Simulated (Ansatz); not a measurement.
**C3H10SSi: a nudged elastic band in two tries**

Wanted: a band of images between two relaxed ends, and a check that the input is sound. SMILES of the start: CCC([SiH3])S.

Program: Ansatz 0.2.0. Level of theory: RKS PBE0/6-31G. These are calculated values, not measurements.

## (1) Starting point

Bond lengths: C1–C2 1.528 Å, C2–C3 1.531 Å, C3–Si4 1.924 Å, C3–S5 1.902 Å, C1–H6 1.094 Å, C1–H7 1.095 Å, C1–H8 1.096 Å, C2–H9 1.101 Å, C2–H10 1.099 Å, C3–H11 1.098 Å, Si4–H12 1.506 Å, Si4–H13 1.500 Å, Si4–H14 1.508 Å, S5–H15 1.378 Å. Angles (14 of 25 angles, heavy atoms first): C1–C2–C3 114.2°, C2–C3–Si4 113.5°, C2–C3–S5 113.0°, Si4–C3–S5 109.4°, C1–C2–H9 109.3°, C1–C2–H10 109.9°, C3–C2–H9 107.7°, C3–C2–H10 109.3°, C2–C1–H6 110.9°, C2–C1–H7 110.9°, C2–C1–H8 110.8°, C2–C3–H11 109.8°, Si4–C3–H11 108.2°, S5–C3–H11 102.2°.

As a file:

```xyz
15

C    -0.9232   -1.0235    1.6568
C     0.1890   -0.3856    0.8261
C    -0.2268   -0.0177   -0.6011
Si    1.2377    0.5765   -1.6984
S    -1.6226    1.2729   -0.6580
H    -1.7802   -0.3489    1.7452
H    -0.5690   -1.2639    2.6649
H    -1.2726   -1.9531    1.1918
H     1.0372   -1.0837    0.7578
H     0.5713    0.5100    1.3364
H    -0.6914   -0.8847   -1.0881
H     1.7493    1.8800   -1.1443
H     0.7966    0.7753   -3.1182
H     2.3568   -0.4333   -1.6567
H    -0.8740    2.3289   -0.1850
```

## (2) The run

input.yaml reads:

```yaml
crystal:
  periodic: [false, false, false]
  atoms:
    - { symbol: C, position_ang: [-0.923209, -1.023529, 1.656773] }
    - { symbol: C, position_ang: [0.18898, -0.385572, 0.826129] }
    - { symbol: C, position_ang: [-0.226778, -0.017747, -0.601066] }
    - { symbol: Si, position_ang: [1.237724, 0.576453, -1.698412] }
    - { symbol: S, position_ang: [-1.622617, 1.272948, -0.658028] }
    - { symbol: H, position_ang: [-1.780249, -0.34887, 1.74524] }
    - { symbol: H, position_ang: [-0.568985, -1.263908, 2.664887] }
    - { symbol: H, position_ang: [-1.272555, -1.953056, 1.191829] }
    - { symbol: H, position_ang: [1.037226, -1.083678, 0.757819] }
    - { symbol: H, position_ang: [0.571308, 0.510004, 1.336401] }
    - { symbol: H, position_ang: [-0.691384, -0.884738, -1.088079] }
    - { symbol: H, position_ang: [1.749299, 1.879955, -1.144337] }
    - { symbol: H, position_ang: [0.796617, 0.775342, -3.118208] }
    - { symbol: H, position_ang: [2.356847, -0.433323, -1.656684] }
    - { symbol: H, position_ang: [-0.874025, 2.32892, -0.184964] }
basis:
  gaussian: { orbitals: "6-31G" }
hamiltonian:
  xc: pbe0
neb:
  order_check: false
  images: 6
  f_tol: 0.03
  max_iterations: 8
  initial_path: idpp
  climbing: false
  final_atoms:
    - { symbol: H, position_ang: [-0.69206617, 2.39941052, -0.00246577] }
    - { symbol: H, position_ang: [2.23985125, -0.50409541, -1.79211498] }
    - { symbol: H, position_ang: [0.71756287, 0.91201923, -3.09857992] }
    - { symbol: H, position_ang: [1.84352732, 1.81192795, -1.11272533] }
    - { symbol: H, position_ang: [-0.8049428, -0.75485228, -1.10359425] }
    - { symbol: H, position_ang: [0.66298629, 0.37959346, 1.3407017] }
    - { symbol: H, position_ang: [0.98338454, -1.20213735, 0.64213062] }
    - { symbol: H, position_ang: [-0.55316771, -1.38967353, 2.60621983] }
    - { symbol: H, position_ang: [-1.72809135, -0.33100303, 1.80087572] }
    - { symbol: H, position_ang: [-1.36537773, -1.92846276, 1.12650715] }
    - { symbol: S, position_ang: [-1.54257062, 1.43556851, -0.49885333] }
    - { symbol: Si, position_ang: [1.20457069, 0.58946253, -1.71697633] }
    - { symbol: C, position_ang: [-0.25264496, 0.0406582, -0.58695433] }
    - { symbol: C, position_ang: [0.19377746, -0.45028104, 0.79319097] }
    - { symbol: C, position_ang: [-0.92860006, -1.05893404, 1.63193824] }
```

On the command line:

```bash
$ ansatz run input.yaml --threads 1 --pin off --max-ram 2048MiB --backend cpu --events-out ev --progress --plain --runs-dir out
```

What does the calculation give? Wanted: first try.

**Answer**, as computed:

| quantity | value |
| --- | --- |
| first try | refused |
| cause | the second end lists its atoms in reverse order, and the band pairs atoms by their place in the list |

What this shows: The fault in the first input was caught at the input check and cost nothing.
